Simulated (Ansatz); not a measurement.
Here is an Ansatz 0.2.0 calculation.

File input:

```
crystal:
  lattice:
    - [2.71824, 0.0, 0.0]
    - [0.0, 2.71824, 0.0]
    - [0.0, 0.0, 3.23621]
  atoms:
    - { symbol: Ga, position: [0.5, 0.5, 0.5] }
    - { symbol: B, position: [0.0, 0.0, 0.0] }
hamiltonian:
  xc: { exchange: pbe, correlation: pbe, exx: { coeff: 0.25, omega: 0.3 } }
  pseudopotentials: { kind: paw }
kpoints:
  mp_grid: { grid: [5, 5, 4] }
  band_path:
    path:
      - [[0.0, 0.0, 0.0], [0.0, 0.5, 0.0], [0.5, 0.5, 0.0], [0.0, 0.0, 0.0], [0.0, 0.0, 0.5], [0.0, 0.5, 0.5], [0.5, 0.5, 0.5], [0.0, 0.0, 0.5]]
      - [[0.0, 0.5, 0.0], [0.0, 0.5, 0.5]]
      - [[0.5, 0.5, 0.0], [0.5, 0.5, 0.5]]
    npoints: 4
scf:
  occupations: { method: fermi_dirac, width: 0.05 }
  n_extra_bands: 6
output:
  forces: true
  stress: true
  eigenvalues: true
  fatbands: false
```

What does it give for the pressure?

-3.7 GPa.

Predict the band gap on the k mesh.

none (metal or under the smearing width).

Levels at the corners of the path, in eV from the Fermi level:
```
point  band 6  band 7  band 8  band 9  band 10  band 11
    Γ  -14.93   -1.99    2.15    3.07     3.07     9.64
    X   -9.80   -9.19    2.09    5.81     5.97     5.98
    M   -4.99   -4.99   -4.19   -1.95     3.76     8.44
    Γ  -14.93   -1.99    2.15    3.07     3.07     9.64
    Z  -11.16  -11.09    4.96    4.96     8.99    10.28
    R   -6.11   -5.95   -5.92   -4.58     6.30    11.27
    A   -2.42   -1.53   -1.53   -0.51     0.10     0.10
    Z  -11.16  -11.09    4.96    4.96     8.99    10.28
    X   -9.80   -9.19    2.09    5.81     5.97     5.98
    R   -6.11   -5.95   -5.92   -4.58     6.30    11.27
    M   -4.99   -4.99   -4.19   -1.95     3.76     8.44
    A   -2.42   -1.53   -1.53   -0.51     0.10     0.10
```

Caveat: the k mesh is coarse (spacing up to 0.49 Å⁻¹), so the values aren't converged, least of all with exact exchange; the PAW data sets come from PBE, with cores solved anew for the run's functional, which leaves a small shift of forces and pressure; the thresholds are loose for stress.
